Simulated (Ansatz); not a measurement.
Task: a breakdown of dispersion, smearing and cutoff terms of MoPt, space group P-6m2, with Ansatz's Python interface. Give the script and its output. Level of theory (first run): PBEsol, PAW, cutoff 420 eV, 12×12×7 k-points, Fermi-Dirac smearing of 0.01 eV, D3BJATM dispersion.

`mopt.cif`
```cif
data_MoPt
_cell_length_a 2.821475
_cell_length_b 2.821475
_cell_length_c 4.527088
_cell_angle_alpha 90.00000
_cell_angle_beta 90.00000
_cell_angle_gamma 120.00000
_symmetry_space_group_name_H-M 'P 1'
_symmetry_Int_Tables_number 1
loop_
_symmetry_equiv_pos_as_xyz
'x, y, z'
loop_
_atom_site_label
_atom_site_type_symbol
_atom_site_fract_x
_atom_site_fract_y
_atom_site_fract_z
Mo1 Mo    0.666667    0.333333    0.000000
Pt2 Pt    0.333333    0.666667    0.500000
```

The script, `terms_mopt.py`:
```python
# -*- coding: utf-8 -*-
from dataclasses import dataclass
import warnings

import ansatz as az
from ase.io import read


@dataclass(frozen=True)
class RunConfig:
    k_spacing: float = 0.23
    smearing: str = "Fermi-Dirac"
    sigma: float = 0.01


settings = RunConfig()

warnings.simplefilter("ignore", az.DeckWarning)

atoms = read("mopt.cif")
crystal = az.Crystal.from_ase(atoms)

setup = crystal.calculation()
setup = setup.kpoints(spacing=settings.k_spacing)
setup = setup.occupations(settings.smearing, width=settings.sigma)
setup = setup.eigensolver("davidson", full_accuracy=True)
setup = setup.scf(lower_state_search="light", algorithm="direct_min")
with_term = setup.functional("pbesol", dispersion="d3bjatm").basis(420).cutoff_correction(570).run(threads=1, backend="cpu").report
without = setup.functional("pbesol").basis(420).run(threads=1, backend="cpu").report
finer = setup.functional("pbesol").basis(570).run(threads=1, backend="cpu").report
removed = az.free_energy_without(with_term, az.EnergyTerm.DISPERSION)
print(f"dispersion term            {with_term['components']['e_disp']:.5f} eV")
print(f"F less dispersion          {removed:.5f} eV, run without it {without['free_energy_ev']:.5f} eV")
print(f"F less smearing term       {az.free_energy_without(without, az.EnergyTerm.SMEARING):.5f} eV")
print(f"estimated gain to 570 eV   {with_term['cutoff_correction']['energy_ev']:.5f} eV, found {finer['free_energy_ev'] - without['free_energy_ev']:.5f} eV")
```

```console
$ python terms_mopt.py
dispersion term            -1.25579 eV
F less dispersion          -17281.60600 eV, run without it -17281.60600 eV
F less smearing term       -17281.60547 eV
estimated gain to 570 eV   -0.00226 eV, found -0.00228 eV
```

Reading the output:
- These settings explore the input space; cutoff and mesh may be short of convergence.
- Dispersion corrections can be off by several per cent in the lattices of metals, and by several GPa in the pressure at a fixed cell.
- Spin-orbit coupling, which matters for elements this heavy, is left out.
- The structure comes from a database of computed cells and needn't be a stable or known phase.
- Finished in 34 s on 1 thread of Arm Neoverse V2, on a shared host, peak memory 0.63 GiB.

(A comment or docstring line of the script was reworded after the run, the code is as it ran; lines on the test bed's own set-up are left out of the output.)
